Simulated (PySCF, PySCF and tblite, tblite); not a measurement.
# C₅H₆GeO₂: conformers and averaged spectra, part 1 of 2

Aim: find the conformers of C₅H₆GeO₂ (`C=C(C#CC=O)[O][GeH3]`), weigh them, and average their properties.

Programs: PySCF 2.14.0 with density-fitted response routines of our own, and tblite 0.8.0. All values are computed, except where a source is named. Atoms count from 0 throughout.

### Step 1. The molecule as given

14 atoms, charge 0, multiplicity 1; geometry from: UFF geometry.

Bonds of the start (Å): C0–C1 1.33, C0–H8 1.08, C0–H9 1.09, C1–C2 1.43, C1–O6 1.41, C2–C3 1.21, C3–C4 1.44, C4–H10 1.08, C4–O5 1.26, Ge7–H11 1.55, Ge7–H12 1.55, Ge7–H13 1.54, O6–Ge7 1.82.

### Step 2. GFN2-xTB relaxation, conformer 1

The job: settings as JSON, then the geometry in Å.

```
{"job": {"xc": "GFN2-xTB", "basis": "xTB", "kind": "relax"}, "charge": 0, "multiplicity": 1}
C      0.306000     1.301200    -0.648800
C      0.119100     0.207500     0.081100
C     -1.172300    -0.084900     0.626800
C     -2.276200    -0.312800     1.061700
C     -3.578500    -0.606700     1.609600
O     -4.541100     0.175500     1.368700
O      1.159300    -0.696600     0.373500
Ge     2.888300    -0.535700    -0.185900
H      1.260500     1.562800    -1.071100
H     -0.535800     1.973000    -0.839500
H     -3.737300    -1.493000     2.199900
H      2.913100    -0.534500    -1.738200
H      3.706100    -1.737400     0.347800
H      3.488000     0.781100     0.347900
```

Command:

```
> OMP_NUM_THREADS=1 python ens_run.py task.json out
```

One launch serves the whole session.

Log:

```text
step      E/eV     max force
  0    -645.12311    4.316
  1    -645.20435    4.350
  2    -645.33386    1.415
  3    -645.35083    1.416
  4    -645.38924    0.585
  5    -645.42482    0.629
  6    -645.43698    0.457
  7    -645.45244    0.365
  8    -645.46848    0.409
  9    -645.48209    0.358
 10    -645.49113    0.297
 11    -645.49501    0.159
 12    -645.49780    0.168
 13    -645.50052    0.178
 14    -645.50274    0.146
 15    -645.50387    0.103
 16    -645.50439    0.050
 17    -645.50480    0.074
 18    -645.50533    0.081
 19    -645.50598    0.072
 20    -645.50661    0.075
 21    -645.50716    0.071
 22    -645.50775    0.077
 23    -645.50854    0.067
 24    -645.50954    0.099
 25    -645.51060    0.103
 26    -645.51148    0.073
 27    -645.51224    0.068
 28    -645.51305    0.080
 29    -645.51392    0.087
 30    -645.51467    0.083
 31    -645.51522    0.060
 32    -645.51565    0.047
 33    -645.51611    0.062
 34    -645.51664    0.081
 35    -645.51717    0.086
 36    -645.51770    0.080
 37    -645.51828    0.089
 38    -645.51891    0.085
 39    -645.51953    0.065
 40    -645.52008    0.072
 41    -645.52060    0.062
 42    -645.52114    0.059
 43    -645.52162    0.053
 44    -645.52190    0.036
 45    -645.52190    0.036
 46    -645.52199    0.032
 47    -645.52217    0.087
 48    -645.52220    0.133
 49    -645.52232    0.040
 50    -645.52246    0.047
 51    -645.52265    0.106
 52    -645.52285    0.092
 53    -645.52302    0.032
 54    -645.52310    0.022
 55    -645.52314    0.033
 56    -645.52317    0.022
 57    -645.52322    0.020
 58    -645.52327    0.029
 59    -645.52333    0.035
 60    -645.52339    0.023
 61    -645.52346    0.022
 62    -645.52352    0.022
 63    -645.52357    0.027
 64    -645.52361    0.019
 65    -645.52365    0.022
 66    -645.52371    0.031
 67    -645.52375    0.027
 68    -645.52378    0.011
 69    -645.52379    0.008
 70    -645.52380    0.011
 71    -645.52381    0.013
 72    -645.52382    0.008
 73    -645.52383    0.006
 74    -645.52383    0.005
 75    -645.52384    0.008
 76    -645.52384    0.007
 77    -645.52385    0.006
 78    -645.52385    0.007
 79    -645.52386    0.009
 80    -645.52387    0.009
 81    -645.52388    0.009
 82    -645.52389    0.009
 83    -645.52390    0.009
 84    -645.52391    0.011
 85    -645.52392    0.009
 86    -645.52394    0.009
 87    -645.52395    0.009
 88    -645.52396    0.010
 89    -645.52397    0.010
 90    -645.52399    0.011
 91    -645.52400    0.010
 92    -645.52401    0.009
 93    -645.52402    0.005
 94    -645.52402    0.004
 95    -645.52402    0.004
```

It took 0.94 s on 1 thread of AMD EPYC 7R43, shared host.

Gain 0.401 eV; displacement 0.21 Å root mean square.

GFN2-xTB relaxation, conformer 2:

The job: settings as JSON, then the geometry in Å.

```
{"job": {"xc": "GFN2-xTB", "basis": "xTB", "kind": "relax"}, "charge": 0, "multiplicity": 1}
C     -1.320600    -0.227300    -0.857900
C     -0.271600     0.021200    -0.091400
C      0.828100    -0.930500    -0.069300
C      1.728600    -1.709600    -0.072800
C      2.811500    -2.659700    -0.047300
O      3.816200    -2.450100     0.665100
O     -0.152200     1.156300     0.728600
Ge    -1.393200     2.478100     0.882000
H     -2.166900     0.446500    -0.901300
H     -1.378700    -1.117900    -1.466100
H      2.759000    -3.548500    -0.670600
H     -2.735300     1.868200     1.395000
H     -1.631700     3.125700    -0.500500
H     -0.893800     3.547100     1.873200
```

Log:

```text
step      E/eV     max force
  0    -645.13650    3.399
  1    -645.04148    5.987
  2    -645.31430    0.681
  3    -645.33380    0.614
  4    -645.36736    0.716
  5    -645.40108    0.563
  6    -645.41489    0.344
  7    -645.43307    0.394
  8    -645.45079    0.437
  9    -645.46445    0.478
 10    -645.47631    0.365
 11    -645.48124    0.193
 12    -645.48482    0.193
 13    -645.48783    0.187
 14    -645.49038    0.167
 15    -645.49187    0.110
 16    -645.49278    0.085
 17    -645.49366    0.111
 18    -645.49471    0.108
 19    -645.49570    0.069
 20    -645.49647    0.078
 21    -645.49715    0.076
 22    -645.49795    0.073
 23    -645.49887    0.091
 24    -645.49967    0.075
 25    -645.50014    0.055
 26    -645.50042    0.043
 27    -645.50066    0.053
 28    -645.50092    0.047
 29    -645.50118    0.039
 30    -645.50118    0.039
 31    -645.50127    0.032
 32    -645.50135    0.108
 33    -645.50142    0.078
 34    -645.50147    0.041
 35    -645.50157    0.026
 36    -645.50174    0.071
 37    -645.50191    0.072
 38    -645.50209    0.047
 39    -645.50229    0.034
 40    -645.50247    0.046
 41    -645.50264    0.054
 42    -645.50283    0.047
 43    -645.50305    0.044
 44    -645.50323    0.047
 45    -645.50336    0.034
 46    -645.50345    0.028
 47    -645.50356    0.037
 48    -645.50369    0.036
 49    -645.50384    0.034
 50    -645.50399    0.035
 51    -645.50415    0.042
 52    -645.50432    0.041
 53    -645.50447    0.027
 54    -645.50458    0.024
 55    -645.50465    0.022
 56    -645.50473    0.027
 57    -645.50484    0.029
 58    -645.50496    0.034
 59    -645.50507    0.028
 60    -645.50514    0.019
 61    -645.50520    0.028
 62    -645.50526    0.035
 63    -645.50532    0.029
 64    -645.50537    0.015
 65    -645.50541    0.013
 66    -645.50543    0.014
 67    -645.50545    0.015
 68    -645.50547    0.013
 69    -645.50550    0.012
 70    -645.50552    0.009
 71    -645.50553    0.008
 72    -645.50553    0.007
 73    -645.50554    0.007
 74    -645.50555    0.011
 75    -645.50557    0.015
 76    -645.50558    0.015
 77    -645.50560    0.013
 78    -645.50561    0.010
 79    -645.50562    0.009
 80    -645.50563    0.006
 81    -645.50563    0.004
```

It took 0.75 s on 1 thread of AMD EPYC 7R43, shared host.

Gain 0.369 eV; displacement 0.16 Å root mean square.

GFN2-xTB relaxation, conformer 3:

The job: settings as JSON, then the geometry in Å.

```
{"job": {"xc": "GFN2-xTB", "basis": "xTB", "kind": "relax"}, "charge": 0, "multiplicity": 1}
C     -0.255100    -2.490200    -0.411800
C     -0.440400    -1.174100    -0.261000
C      0.709700    -0.351600     0.076700
C      1.645700     0.356100     0.335900
C      2.769600     1.177700     0.674400
O      2.609100     2.417700     0.816600
O     -1.717100    -0.636300    -0.406600
Ge    -2.086400     1.135300    -0.208200
H     -1.101000    -3.125400    -0.653200
H      0.709700    -2.943300    -0.297300
H      3.749700     0.738800     0.777600
H     -1.274500     1.941300    -1.242700
H     -1.717900     1.587300     1.229700
H     -3.601800     1.366200    -0.452300
```

Log:

```text
step      E/eV     max force
  0    -645.14280    3.933
  1    -645.15487    4.187
  2    -645.33512    1.095
  3    -645.35918    0.907
  4    -645.40302    0.521
  5    -645.42710    0.359
  6    -645.43463    0.337
  7    -645.45037    0.309
  8    -645.46066    0.344
  9    -645.47289    0.227
 10    -645.47847    0.189
 11    -645.48192    0.166
 12    -645.48453    0.123
 13    -645.48649    0.115
 14    -645.48760    0.090
 15    -645.48837    0.090
 16    -645.48926    0.112
 17    -645.49028    0.100
 18    -645.49107    0.078
 19    -645.49146    0.044
 20    -645.49168    0.052
 21    -645.49197    0.064
 22    -645.49237    0.069
 23    -645.49277    0.075
 24    -645.49304    0.048
 25    -645.49320    0.036
 26    -645.49320    0.036
 27    -645.49327    0.023
 28    -645.49342    0.092
 29    -645.49346    0.103
 30    -645.49352    0.031
 31    -645.49356    0.021
 32    -645.49359    0.023
 33    -645.49361    0.013
 34    -645.49363    0.012
 35    -645.49366    0.016
 36    -645.49368    0.015
 37    -645.49370    0.011
 38    -645.49373    0.013
 39    -645.49375    0.013
 40    -645.49377    0.012
 41    -645.49379    0.014
 42    -645.49381    0.013
 43    -645.49384    0.015
 44    -645.49386    0.011
 45    -645.49388    0.011
 46    -645.49389    0.010
 47    -645.49390    0.009
 48    -645.49391    0.011
 49    -645.49392    0.012
 50    -645.49393    0.011
 51    -645.49395    0.012
 52    -645.49396    0.010
 53    -645.49397    0.008
 54    -645.49398    0.007
 55    -645.49398    0.008
 56    -645.49399    0.008
 57    -645.49400    0.008
 58    -645.49401    0.007
 59    -645.49401    0.007
 60    -645.49402    0.006
 61    -645.49402    0.007
 62    -645.49403    0.008
 63    -645.49404    0.010
 64    -645.49406    0.013
 65    -645.49407    0.010
 66    -645.49408    0.006
 67    -645.49408    0.005
 68    -645.49409    0.005
 69    -645.49409    0.007
 70    -645.49410    0.008
 71    -645.49411    0.010
 72    -645.49412    0.013
 73    -645.49413    0.014
 74    -645.49415    0.014
 75    -645.49416    0.010
 76    -645.49417    0.008
 77    -645.49418    0.006
 78    -645.49418    0.007
 79    -645.49419    0.006
 80    -645.49419    0.005
 81    -645.49419    0.006
 82    -645.49420    0.006
 83    -645.49420    0.007
 84    -645.49421    0.006
 85    -645.49421    0.006
 86    -645.49422    0.005
 87    -645.49422    0.005
 88    -645.49422    0.004
 89    -645.49422    0.003
```

Run time: 0.75 s. Hardware: 1 thread of AMD EPYC 7R43, shared host.

Gain 0.351 eV; displacement 0.11 Å root mean square.

### Step 3. GFN2-xTB relaxation, conformer 4

The job: settings as JSON, then the geometry in Å.

```
{"job": {"xc": "GFN2-xTB", "basis": "xTB", "kind": "relax"}, "charge": 0, "multiplicity": 1}
C     -0.660400     2.408100    -0.283600
C     -0.637600     1.091200    -0.180000
C      0.643400     0.423400     0.047100
C      1.689700    -0.118500     0.214000
C      2.945100    -0.788300     0.442700
O      4.001000    -0.114100     0.511900
O     -1.827300     0.368300    -0.266600
Ge    -1.915400    -1.441900    -0.122800
H     -1.606400     2.915700    -0.442200
H      0.231100     3.003400    -0.212200
H      2.978400    -1.865200     0.525700
H     -1.382900    -1.890900     1.258000
H     -1.067700    -2.090100    -1.234700
H     -3.391700    -1.901500    -0.279400
```

Log:

```text
step      E/eV     max force
  0    -645.09913    3.881
  1    -644.99011    6.475
  2    -645.32086    0.717
  3    -645.34968    0.618
  4    -645.39590    0.703
  5    -645.41276    0.611
  6    -645.42216    0.340
  7    -645.43235    0.351
  8    -645.44630    0.421
  9    -645.45549    0.333
 10    -645.46213    0.164
 11    -645.46553    0.184
 12    -645.46807    0.163
 13    -645.46983    0.090
 14    -645.47075    0.069
 15    -645.47128    0.076
 16    -645.47189    0.087
 17    -645.47264    0.084
 18    -645.47328    0.071
 19    -645.47362    0.044
 20    -645.47381    0.039
 21    -645.47381    0.039
 22    -645.47391    0.033
 23    -645.47428    0.136
 24    -645.47443    0.149
 25    -645.47464    0.075
 26    -645.47489    0.049
 27    -645.47508    0.070
 28    -645.47532    0.058
 29    -645.47566    0.059
 30    -645.47599    0.055
 31    -645.47625    0.047
 32    -645.47649    0.049
 33    -645.47674    0.046
 34    -645.47696    0.037
 35    -645.47712    0.029
 36    -645.47724    0.028
 37    -645.47737    0.034
 38    -645.47752    0.032
 39    -645.47764    0.030
 40    -645.47773    0.026
 41    -645.47780    0.024
 42    -645.47786    0.020
 43    -645.47790    0.014
 44    -645.47792    0.013
 45    -645.47795    0.017
 46    -645.47797    0.018
 47    -645.47800    0.013
 48    -645.47803    0.012
 49    -645.47805    0.011
 50    -645.47807    0.011
 51    -645.47809    0.012
 52    -645.47811    0.013
 53    -645.47814    0.012
 54    -645.47817    0.015
 55    -645.47819    0.015
 56    -645.47822    0.010
 57    -645.47824    0.012
 58    -645.47826    0.012
 59    -645.47828    0.017
 60    -645.47830    0.017
 61    -645.47831    0.012
 62    -645.47833    0.011
 63    -645.47834    0.013
 64    -645.47836    0.015
 65    -645.47840    0.020
 66    -645.47845    0.024
 67    -645.47852    0.027
 68    -645.47860    0.033
 69    -645.47868    0.026
 70    -645.47871    0.010
 71    -645.47873    0.006
 72    -645.47873    0.006
 73    -645.47874    0.007
 74    -645.47875    0.006
 75    -645.47875    0.006
 76    -645.47876    0.006
 77    -645.47876    0.006
 78    -645.47877    0.005
 79    -645.47877    0.005
 80    -645.47877    0.005
 81    -645.47878    0.003
```

It took 0.67 s on 1 thread of AMD EPYC 7R43, shared host.

Gain 0.380 eV; displacement 0.12 Å root mean square.

### Step 4. Shieldings, conformer 1: mPW1PW91/pcSseg-1 in dichloromethane

The job: settings as JSON, then the geometry in Å.

```
{"job": {"xc": "mPW1PW91", "basis": "pcSseg-1", "solvent": "dichloromethane", "kind": "nmr", "pop": true}, "charge": 0, "multiplicity": 1}
C      0.313107     1.421368    -0.726579
C      0.139885     0.322178     0.012089
C     -1.135464     0.012741     0.551950
C     -2.189426    -0.317940     1.045111
C     -3.458251    -0.650613     1.597816
O     -4.469233    -0.010246     1.468586
O      1.095974    -0.584021     0.323296
Ge     2.795561    -0.573849    -0.143512
H      1.280478     1.662221    -1.139923
H     -0.506652     2.086904    -0.923264
H     -3.430301    -1.592433     2.182744
H      2.890643    -0.617448    -1.641170
H      3.230017    -1.826459     0.527242
H      3.442985     0.667124     0.399075
```

Log:

```text
coarse grid: 58512 points
cycle   1  E = -2421.1061241512  dE =  7.323e-01  |g| = 1.280e+00  |ddm| = 3.921e+00
cycle   2  E = -2420.6779722896  dE =  4.282e-01  |g| = 1.954e+00  |ddm| = 2.986e+00
cycle   3  E = -2421.2954070362  dE = -6.174e-01  |g| = 3.592e-01  |ddm| = 2.362e+00
cycle   4  E = -2421.3176156430  dE = -2.221e-02  |g| = 9.148e-02  |ddm| = 3.541e-01
cycle   5  E = -2421.3186504917  dE = -1.035e-03  |g| = 2.791e-02  |ddm| = 8.700e-02
cycle   6  E = -2421.3187897089  dE = -1.392e-04  |g| = 9.312e-03  |ddm| = 2.574e-02
cycle   7  E = -2421.3188034003  dE = -1.369e-05  |g| = 3.716e-03  |ddm| = 9.014e-03
cycle   8  E = -2421.3188066657  dE = -3.265e-06  |g| = 1.034e-03  |ddm| = 4.051e-03
final grid: 123728 points
cycle   9  E = -2421.3188237324  dE =  5.501e-07  |g| = 1.889e-03  |ddm| = 2.928e-03
cycle  10  E = -2421.3188210958  dE =  2.637e-06  |g| = 3.824e-03  |ddm| = 4.480e-03
cycle  11  E = -2421.3188245362  dE = -3.440e-06  |g| = 2.777e-04  |ddm| = 3.073e-03
cycle  12  E = -2421.3188245514  dE = -1.522e-08  |g| = 3.789e-05  |ddm| = 2.048e-04
cycle  13  E = -2421.3188245517  dE = -2.974e-10  |g| = 7.495e-06  |ddm| = 3.532e-05
converged SCF energy = -2421.3188245517

GIAO shielding tensors (ppm)
atom      isotropic    diamagn.    paramagn.     s11        s22        s33       span
  0 C       69.553     257.864    -188.311    -36.682     87.823    157.518    194.200
  1 C       35.400     255.416    -220.015    -67.477     68.521    105.157    172.635
  2 C       84.609     252.022    -167.412     18.655     20.397    214.777    196.122
  3 C       93.859     260.364    -166.505     18.993     30.666    231.919    212.926
  4 C        1.395     249.968    -248.574    -86.311    -13.924    104.418    190.729
  5 O     -349.899     398.630    -748.529  -1009.919   -448.293    408.514   1418.433
  6 O      234.161     408.203    -174.042    138.613    253.620    310.251    171.638
  7 Ge    1410.450    2756.159   -1345.709   1299.638   1326.481   1605.231    305.593
  8 H       26.413      31.915      -5.502     23.515     24.267     31.457      7.942
  9 H       25.981      31.440      -5.459     23.975     24.473     29.496      5.520
 10 H       22.187      26.434      -4.246     19.279     21.452     25.831      6.552
 11 H       26.673      28.671      -1.998     20.293     22.375     37.351     17.058
 12 H       26.883      28.513      -1.630     19.707     22.790     38.152     18.444
 13 H       26.674      28.388      -1.715     20.292     22.376     37.353     17.060
```

It took 49 s on 1 thread of AMD EPYC 7R43, shared host; peak memory 1.1 GiB.

Key values: HOMO -7.19 eV, LUMO -2.39 eV; dipole 6.07 D.

Orbitals, density, ELF and potential are computed afterwards from the orbital file.

Frontier orbitals at mPW1PW91/pcSseg-1, with the share of their density that lies nearest to each atom:

```
orbital  energy (eV)                                                  lies on
   HOMO        -7.19                                C0 34 %; O6 18 %; C1 16 %
   LUMO        -2.39  C2, C4 about 21 % each; O5 20 %; C0, C3 about 11 % each
```

ELF in a plane through or near 12 of the atoms.

Ten even steps from ' ' (0.00) to '@' (1.00):
```
                                                        
                                                        
                                                        
                          %%@@--                        
                  ==**::==@@@@@@..                      
                ::@@@@##**@@@@%%                        
                ..@@@@@@--==##..  ....    ::==::        
                  ++@@%%..==::  --++--    **##**..      
              ..      ::##**==**##%%**::  %%@@%%++..    
            ..----::..::++==##..++%%--##==##::%%%%::    
            ::::::..==####++##--::**%%%%::++##%%##::    
            ::..--##--====**  ++%%%%**##--====..::      
            ..::--::::##%%##  ..++**::..@@@@@@          
            --%%####..::**++    ::::  ..@@@@@@--        
          ..%%@@@@@@++                  @@@@@@::        
          ..%%@@@@@@%%                  ::==::          
            ::@@@@@@==                                  
                                                        
                                                        
                                                        
```
The map spans 14.4 Å across and 10.1 Å up, centred on the molecule. Atoms in the plane (x, y in Å): C0 (-0.7, 1.6), C1 (-0.2, 0.4), C2 (1.2, 0.1), C3 (2.3, -0.2), C4 (3.7, -0.5), O5 (4.6, 0.3), O6 (-1.0, -0.8), Ge7 (-2.7, -0.9), H8 (-1.7, 1.8), H9 (0.0, 2.4), H10 (3.9, -1.6), H12 (-2.9, -2.4).

log10 of the density (e/Å³) in the same plane.

Ten even steps from ' ' (-4.0) to '@' (2.0):
```
                                                        
                                                        
                      ....::::..                        
                  ..::----====--..                      
                ::--====++**++==::..                    
              ..--==++********==--::....  ......        
            ..::--++**######**==------::::--==--::..    
          ..::::--==****####++========--==++++++==::    
        ..::--========++**##********++++++**##**++--..  
        ::--==++++++++++**%%####%%####****##%%##++--::  
      ..::--==**##****####****######%%########**++--..  
        ::--++**@@@@**##@@**++++********####**++==::    
        ::--==**####****##++======++++++**##**==::..    
        ::--==++****++++++==----------==++**++--::      
        ..--==++##**==------::..::::::--======::..      
        ..::--++++++==::::..      ....::----::..        
          ..::--==----....              ......          
            ..::::::..                                  
                ..                                      
                                                        
```
The map spans 14.4 Å across and 10.1 Å up, centred on the molecule. Atoms in the plane (x, y in Å): C0 (-0.7, 1.6), C1 (-0.2, 0.4), C2 (1.2, 0.1), C3 (2.3, -0.2), C4 (3.7, -0.5), O5 (4.6, 0.3), O6 (-1.0, -0.8), Ge7 (-2.7, -0.9), H8 (-1.7, 1.8), H9 (0.0, 2.4), H10 (3.9, -1.6), H12 (-2.9, -2.4).

On the surface of density 0.002 e/bohr³ the electrostatic potential runs, from the 1st to the 99th percentile, from -1.95 V near O5 to 1.87 V near H12.

### Step 5. Single-point energy, conformer 1: PBE0/def2-SVP in dichloromethane

The job, as its differences from that of step 4:

```diff
@@ -1,2 +1,2 @@
-{"job": {"xc": "mPW1PW91", "basis": "pcSseg-1", "solvent": "dichloromethane", "kind": "nmr", "pop": true}, "charge": 0, "multiplicity": 1}
+{"job": {"xc": "PBE0", "basis": "def2-SVP", "solvent": "dichloromethane", "kind": "sp"}, "charge": 0, "multiplicity": 1}
 C      0.313107     1.421368    -0.726579
```

Log:

```text
coarse grid: 58512 points
cycle   1  E = -2420.1365740972  dE =  7.444e-01  |g| = 9.957e-01  |ddm| = 4.381e+00
cycle   2  E = -2419.7308185492  dE =  4.058e-01  |g| = 1.746e+00  |ddm| = 3.540e+00
cycle   3  E = -2420.3110399096  dE = -5.802e-01  |g| = 2.111e-01  |ddm| = 2.674e+00
cycle   4  E = -2420.3195049465  dE = -8.465e-03  |g| = 7.035e-02  |ddm| = 2.549e-01
cycle   5  E = -2420.3203173850  dE = -8.124e-04  |g| = 2.233e-02  |ddm| = 7.872e-02
cycle   6  E = -2420.3204163887  dE = -9.900e-05  |g| = 7.323e-03  |ddm| = 2.391e-02
cycle   7  E = -2420.3204258545  dE = -9.466e-06  |g| = 3.122e-03  |ddm| = 7.434e-03
final grid: 123728 points
cycle   8  E = -2420.3204540007  dE =  6.825e-06  |g| = 6.012e-03  |ddm| = 9.800e-03
cycle   9  E = -2420.3204244134  dE =  2.959e-05  |g| = 1.228e-02  |ddm| = 1.737e-02
cycle  10  E = -2420.3204632140  dE = -3.880e-05  |g| = 7.025e-04  |ddm| = 1.139e-02
cycle  11  E = -2420.3204633311  dE = -1.171e-07  |g| = 8.800e-05  |ddm| = 7.110e-04
cycle  12  E = -2420.3204633329  dE = -1.728e-09  |g| = 2.772e-05  |ddm| = 9.766e-05
cycle  13  E = -2420.3204633330  dE = -1.432e-10  |g| = 6.078e-06  |ddm| = 3.651e-05
converged SCF energy = -2420.3204633330
```

Run time: 11 s. Hardware: 1 thread of AMD EPYC 7R43, shared host; peak memory 0.8 GiB.

Key values: HOMO -7.06 eV, LUMO -2.25 eV; dipole 5.83 D.

(Continued in part 2 of 2.)
